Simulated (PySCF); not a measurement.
# Cl2GeH2: the cost of one run

Programs: PySCF 2.14.0. All values are calculated, for the isolated system unless a continuum is named. Atoms count from 0, parts from 1.

### Step 1. Starting point

Each species was relaxed by itself at PBE0-D3(BJ)/def2-SVPD.

### Step 2. Reaction energy: wB97M-D3(BJ)/def2-TZVPD

Job settings and geometry (Å):

```
{"job": {"kind": "react", "xc": "wB97M-D3(BJ)", "basis": "def2-TZVPD"}, "charge": 0, "multiplicity": 1}
-1 Cl2FGeH charge 0 multiplicity 1
F      0.883350    -1.397410     0.598420
Ge    -0.088030    -0.083080     0.016440
Cl     0.543040     0.303650    -1.985990
Cl     0.370650     1.601130     1.245060
H     -1.556840    -0.473560     0.093810

-1 H2 charge 0 multiplicity 1
H      0.379620    -0.019930     0.011050
H     -0.379620     0.019930    -0.011050

+1 Cl2GeH2 charge 0 multiplicity 1
Cl     1.767560     1.038260    -0.015710
Ge    -0.038060    -0.144220     0.036250
Cl    -1.718980     1.208070    -0.053400
H     -0.086900    -0.864320     1.381890
H     -0.066950    -1.012440    -1.219660

+1 FH charge 0 multiplicity 1
F      0.457670     0.045330    -0.013130
H     -0.457670    -0.045330     0.013130
```

With the program's defaults for keys left out, this is: wB97M-D3(BJ)/def2-TZVPD reaction energy of separated species, gas phase.

Launch:

```
> OMP_NUM_THREADS=1 python cluster_run.py task.json out
```

This one command runs all jobs of the session in turn.

**Question.** How long does this first job take on 1 thread of Arm Neoverse V1, shared host, and how much memory does it need?

About 20 s, with a peak of 0.68 GiB.
